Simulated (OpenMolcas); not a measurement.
**CH5GaO (SMILES C[O][GaH2]): levels of theory compared**

Aim: a comparison of 6 runs (BHLYP/cc-pVDZ, BLYP/cc-pVDZ, M06-2X/cc-pVDZ, M06-L/cc-pVDZ, revPBE/cc-pVDZ, MP2/cc-pVDZ) of CH5GaO. 

The results are computed with OpenMolcas 26.06.

### 1 The system as given

The species is CH5GaO (8 atoms), meant as a singlet with charge 0. As SMILES, `C[O][GaH2]`. The C1–H4 distance was set to 1.425 Å, away from the relaxed value.

Bond lengths: C1–O2 1.402 Å, O2–Ga3 1.782 Å, C1–H5 1.099 Å, C1–H6 1.096 Å, Ga3–H7 1.565 Å, Ga3–H8 1.555 Å. Angles: C1–O2–Ga3 123.8°, O2–C1–H5 113.2°, O2–C1–H6 110.0°, O2–Ga3–H7 115.8°, O2–Ga3–H8 113.9°, H5–C1–H6 107.8°, H7–Ga3–H8 130.3°. A long bond or contact: C1–H4 1.425 Å.

### 2 A single-point energy at BHLYP/cc-pVDZ (run 1)

The input, test.inp:

```
&GATEWAY
 BASLIB=$CurrDir
 COORD
 8
 angstrom
 C       -0.441795       0.975780      -0.144614
 O       -0.530295      -0.270320       0.491786
 Ga       0.878205      -1.298820       0.857586
 H       -1.200200       0.962000      -1.350600
 H        0.589205       1.259380      -0.398314
 H       -0.855595       1.757380       0.502586
 H        2.268905      -0.729620       0.421186
 H        0.516705      -2.633520       1.568386
 BASIS=cc-pVDZ
 GROUP=NoSym

&SEWARD
 GRIDINPUT
 Grid=UltraFine
 End of Grid

&SCF
 KSDFT=HYB_GGA_XC_BHANDHLYP
 THRESHOLDS=1e-10 1e-07 1e-07 1e-05
 PRORBITALS=1 1
```

The basis set cc-pVDZ is read from a file made from the Basis Set Exchange's data (not shown).

Launch:

```sh
$ export MOLCAS_MEM=1860
$ pymolcas test.inp > test.log
```

Standard output:

```text
--- Start Module: gateway ---
[...]
--- Stop Module: gateway /rc=_RC_ALL_IS_WELL_ ---
--- Start Module: seward ---
[...]
      Basis functions           80
--- Stop Module: seward /rc=_RC_ALL_IS_WELL_ ---
[...]
--- Start Module: scf ---
[...]
       Convergence after  15 Iterations
[...]
::    Total KS-DFT energy                           -2041.0255761400
[...]
      Total spin, S                                     0.0000000000
[...]
      Total electronic charge=   50.000000
      Total            charge=   -0.000000
[...]
      Dipole Moment (debye):
      Origin of the operator (angstrom)=    0.4715   -0.7995    0.6472
                   X=  1.4903E+00               Y=  1.0338E-01               Z=  1.8474E-01           Total=  1.5052E+00
      Quadrupole Moment (debye*angstrom):
[...]
--- Stop Module: scf /rc=_RC_ALL_IS_WELL_ ---
[...]
```

Run time: 18 s. Hardware: 1 thread of Intel Xeon 6975P-C (Granite Rapids), shared host; peak memory 0.45 GiB.

### 3 The energy at BLYP/cc-pVDZ (run 2)

The input, test.input:

```
&GATEWAY
 BasLib
 $CurrDir
 BasisSet
 C.cc-pVDZ....
 C1 -0.441795 0.975780 -0.144614 angstrom
 End of Basis
 BasisSet
 O.cc-pVDZ....
 O2 -0.530295 -0.270320 0.491786 angstrom
 End of Basis
 BasisSet
 Ga.cc-pVDZ....
 Ga3 0.878205 -1.298820 0.857586 angstrom
 End of Basis
 BasisSet
 H.cc-pVDZ....
 H4 -1.200200 0.962000 -1.350600 angstrom
 H5 0.589205 1.259380 -0.398314 angstrom
 H6 -0.855595 1.757380 0.502586 angstrom
 H7 2.268905 -0.729620 0.421186 angstrom
 H8 0.516705 -2.633520 1.568386 angstrom
 End of Basis

&SEWARD
 GridInput
 Grid=UltraFine
 End of Grid

&SCF
 KSDFT
 BLYP
 Thresholds
 1e-10 1e-07 1e-07 1e-05
 PrOrbitals
 1 2
```

The basis set cc-pVDZ is read from a file made from the Basis Set Exchange's data (not shown).

Launch:

```sh
$ export MOLCAS_MEM=1860
$ pymolcas test.input > test.log
```

Standard output:

```text
--- Start Module: gateway ---
[...]
--- Stop Module: gateway /rc=_RC_ALL_IS_WELL_ ---
--- Start Module: seward ---
[...]
      Basis functions           80
--- Stop Module: seward /rc=_RC_ALL_IS_WELL_ ---
[...]
--- Start Module: scf ---
[...]
       Convergence after  15 Iterations
[...]
::    Total KS-DFT energy                           -2041.1466686065
[...]
      Total spin, S                                     0.0000000000
[...]
      Total electronic charge=   50.000000
      Total            charge=   -0.000000
[...]
      Dipole Moment (debye):
      Origin of the operator (angstrom)=    0.4715   -0.7995    0.6472
                   X=  1.1098E+00               Y=  2.4682E-01               Z=  1.4039E-01           Total=  1.1456E+00
      Quadrupole Moment (debye*angstrom):
[...]
--- Stop Module: scf /rc=_RC_ALL_IS_WELL_ ---
[...]
```

Run time: 17 s. Hardware: 1 thread of Intel Xeon 6975P-C (Granite Rapids), shared host; peak memory 0.45 GiB.

Runs 3 to 5 aren't shown in full; the table further down has their settings and results.

### 4 A single-point energy at MP2/cc-pVDZ (run 6)

The input, run.inp:

```
* CH5GaO MP2
>>> EXPORT MOLCAS_PRINT=2
&GATEWAY
BasLib=$CurrDir
Coord
8
angstrom
C       -0.441795       0.975780      -0.144614
O       -0.530295      -0.270320       0.491786
Ga       0.878205      -1.298820       0.857586
H       -1.200200       0.962000      -1.350600
H        0.589205       1.259380      -0.398314
H       -0.855595       1.757380       0.502586
H        2.268905      -0.729620       0.421186
H        0.516705      -2.633520       1.568386
Basis=cc-pVDZ
Group=NoSym
&SEWARD
&SCF
Thresholds=1e-10 1e-07 1e-07 1e-05
PrOrbitals=1 2
&MBPT2
Frozen=11
```

The basis set cc-pVDZ is read from a file made from the Basis Set Exchange's data (not shown).

Launch:

```sh
$ export MOLCAS_MEM=1860
$ pymolcas run.inp > run.log
```

Standard output:

```text
--- Start Module: gateway ---
[...]
--- Stop Module: gateway /rc=_RC_ALL_IS_WELL_ ---
[...]
      Basis functions           80
[...]
--- Start Module: scf ---
[...]
       Convergence after  12 Iterations
[...]
::    Total SCF energy                              -2038.8172678038
[...]
      Total spin, S                                     0.0000000000
[...]
      Total electronic charge=   50.000000
      Total            charge=   -0.000000
[...]
      Dipole Moment (debye):
      Origin of the operator (angstrom)=    0.4715   -0.7995    0.6472
                   X=  1.7206E+00               Y=  5.8900E-02               Z=  2.5511E-01           Total=  1.7404E+00
      Quadrupole Moment (debye*angstrom):
[...]
--- Stop Module: scf /rc=_RC_ALL_IS_WELL_ ---
[...]
--- Start Module: mbpt2 ---
[...]
WARNING!
Default frozen orbitals as non valence orbitals is overwritten by user input.
Default values:  16
[...]
       Reference weight ( Cref**2 )         =        0.87483
::    Total MBPT2 energy                            -2039.2437562246
[...]
      Total MBPT2 calculations                           0.15      0.19
--- Stop Module: mbpt2 /rc=_RC_ALL_IS_WELL_ ---
[...]
```

Wall time 3.9 s (1 thread of Intel Xeon 6975P-C (Granite Rapids), shared host); peak memory 0.45 GiB.

### 5 The series

| run | level | integration grid | frozen core orbitals | energy (Eh) | dipole moment (D) of the reference | HOMO energy (eV) | LUMO energy (eV) | wall time |
| --- | --- | --- | --- | --- | --- | --- | --- | --- |
| 1 | BHLYP/cc-pVDZ | UltraFine | – | -2041.025576 | 1.51 | -8.82 | -0.51 | 18 s |
| 2 | BLYP/cc-pVDZ | UltraFine | – | -2041.146669 | 1.15 | -6.11 | -1.94 | 17 s |
| 3 | M06-2X/cc-pVDZ | UltraFine | – | -2041.065798 | 1.39 | -8.88 | -0.67 | 23 s |
| 4 | M06-L/cc-pVDZ | UltraFine | – | -2041.050859 | 1.26 | -6.38 | -1.54 | 26 s |
| 5 | revPBE/cc-pVDZ | UltraFine | – | -2040.944084 | 1.16 | -6.17 | -1.90 | 18 s |
| 6 | MP2/cc-pVDZ | – | 11 | -2039.243756 | 1.74 | -10.91 | 1.46 | 3.9 s |

### 6 Results

| quantity | value |
| --- | --- |
| run 6: total energy | -2039.24376 Eh |
| run 6: dipole moment (mean-field density) | 1.74 D |
| run 6: HOMO energy (Hartree–Fock orbitals) | -10.91 eV |
| run 6: LUMO energy (Hartree–Fock orbitals) | 1.46 eV |
| run 6: HOMO–LUMO gap (Hartree–Fock orbitals) | 12.37 eV |
| run 6: correlation energy (11 core orbitals frozen) | -426.5 mEh |

**Reading.** Over runs 1, 2, 3, 4, 5 the dipole moment (its size) runs from 1.15 D (BLYP/cc-pVDZ) to 1.51 D (BHLYP/cc-pVDZ). Over runs 1, 2, 3, 4, 5 the HOMO–LUMO gap runs from 4.17 eV (BLYP/cc-pVDZ) to 8.31 eV (BHLYP/cc-pVDZ). Totals of different functionals can't be ranked against each other. All runs together took 1.8 min, the longest 26 s.
